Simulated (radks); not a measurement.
# Ionisation of S: one atom, several choices of exchange strength α

One table from this session's results is given with a row withheld; the runs are named, their logs left out.

Program: radks (a radial shooting solver on a logarithmic mesh, Libxc functionals) version 1. Level of theory: scalar-relativistic Kohn-Sham, spin-polarised, spherical densities, finite nucleus; open shells are filled with parallel spins first. These are calculated values, not measurements, unless marked.

### The system

```
element       : sulfur (Z = 16)
charge        : 0
electrons     : 16
configuration : [Ne] 3s2 3p4
ion           : S⁺, [Ne] 3s2 3p3
choices       : α = 0.555; α = 0.667; α = 0.673; α = 0.723; α = 0.778; α = 0.782; α = 0.97; α = 0.997
```

Outer shells as boxes (Hund's rule):

S
```
[Ne] core
3s [↑↓]
3p [↑↓][↑ ][↑ ]
```

S⁺
```
[Ne] core
3s [↑↓]
3p [↑ ][↑ ][↑ ]
```

Set-up of the first run:

Settings of this run:

```text
Z 16
configuration [Ne] 3s2 3p4
relativity scalar-relativistic
functional xalpha 0.555
spin polarised
nucleus finite rms 3.2611 fm
c 137.035999084
```

Steps of the session up to this table: α = 0.555: S.

One table of the session follows, with a row left open; its other results are not shown here.

It belongs to the step «α = 0.555: S». Sizes of the orbitals, from the radial functions (bohr):

| level | <r> | outermost maximum (interpolated) | 90 % within | nodes |
| --- | --- | --- | --- | --- |
| 2s up | 0.4849 | 0.392 | 0.762 | 1 |
| 2s down | 0.4846 | 0.392 | 0.761 | 1 |
| 2p up | 0.4483 | 0.328 | 0.749 | 0 |
| 2p down | 0.4479 | 0.328 | 0.748 | 0 |
| 3s up | ? | ? | ? | ? |
| 3s down | 1.732 | 1.42 | 2.66 | 2 |
| 3p up | 2.142 | 1.63 | 3.44 | 1 |
| 3p down | 2.245 | 1.64 | 3.67 | 1 |

Estimate the missing values for 3s up.

The run gave: <r>: 1.718; outermost maximum (interpolated): 1.42; 90 % within: 2.63; nodes: 2. In the column «<r>» it lies between 2s up (0.4849) and 3s down (1.732).

Caveats from the session: Open shells are spherical and high-spin; term and fine-structure splittings are not resolved.
